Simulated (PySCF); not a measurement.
# Ce2S3 (Ce2(S)1(S)2): the cost of one run

Computed with PySCF 2.14.0. Level: several levels, as the steps say, no spin–orbit coupling.

5 further runs of the same task are left out: 1 for a known fault of the program, 4 that didn't finish.

### 1 The system as given

5 atoms, charge 0, spin multiplicity 1.

Bond lengths: Ce1–S3 2.678 Å, Ce1–S4 2.429 Å, Ce2–S3 2.678 Å, Ce2–S5 2.429 Å. Angles: S3–Ce1–S4 115.5°, S3–Ce2–S5 115.5°, Ce1–S3–Ce2 138.7°.

As a file:

```xyz
5
charge 0, multiplicity 1
Ce    0.2677    0.6427    2.5059
Ce    0.2677    0.6427   -2.5059
S     0.6305    1.5136    0.0000
S    -0.6631   -1.5918    2.7109
S    -0.6631   -1.5918   -2.7109
```

Formal oxidation states: Ce +3. Each metal's 1 4f electrons lie in its core potential, so multiplicities, spins and levels count the valence alone. An earlier session relaxed this geometry at BP86, Ce lcecp-1-SVP with ECP47, S def2-SVP (singlet, point group C2v).

At BP86 on the finer grid: E = -1259.127718 Eh, HOMO -4.58 eV, LUMO -2.66 eV, Mulliken charge on Ce1 +0.59 e, largest force component 0.013 eV/Å. 

Levels to run: TPSSh; wB97X; CAM-B3LYP; B3LYP; BP86, TZVP. Hardware: 2 threads of Arm Neoverse V1, shared host.

### 2 TPSSh

run.py (the lines that set the calculation)

```python
mol = gto.M(atom='''
Ce     0.26772     0.64273     2.50587
Ce     0.26772     0.64273    -2.50587
S      0.63047     1.51360     0.00000
S     -0.66305    -1.59183     2.71090
S     -0.66305    -1.59183    -2.71090''',
    basis={'Ce': 'lcecp-1-SVP', 'S': 'def2-SVP'},
    ecp={'Ce': 'lcecp-1-SVP'},
    charge=0, spin=0)
mf = dft.RKS(mol, xc='TPSSH')
mf.grids.atom_grid = (75, 302)  # f atoms: unpruned, at least (60, 302)
mf = mf.density_fit()  # fitting sets: Ce AutoAux, S def2-universal-JKFIT
mf.conv_tol = 1e-08; mf.max_cycle = 55
mf.kernel(dm0)  # dm0: the density of the relaxed state
```

The run is started by

```
$ OMP_NUM_THREADS=2 python run.py
```

**Question.** How long does this run take on 2 threads of Arm Neoverse V1, shared host?

About 12 s.
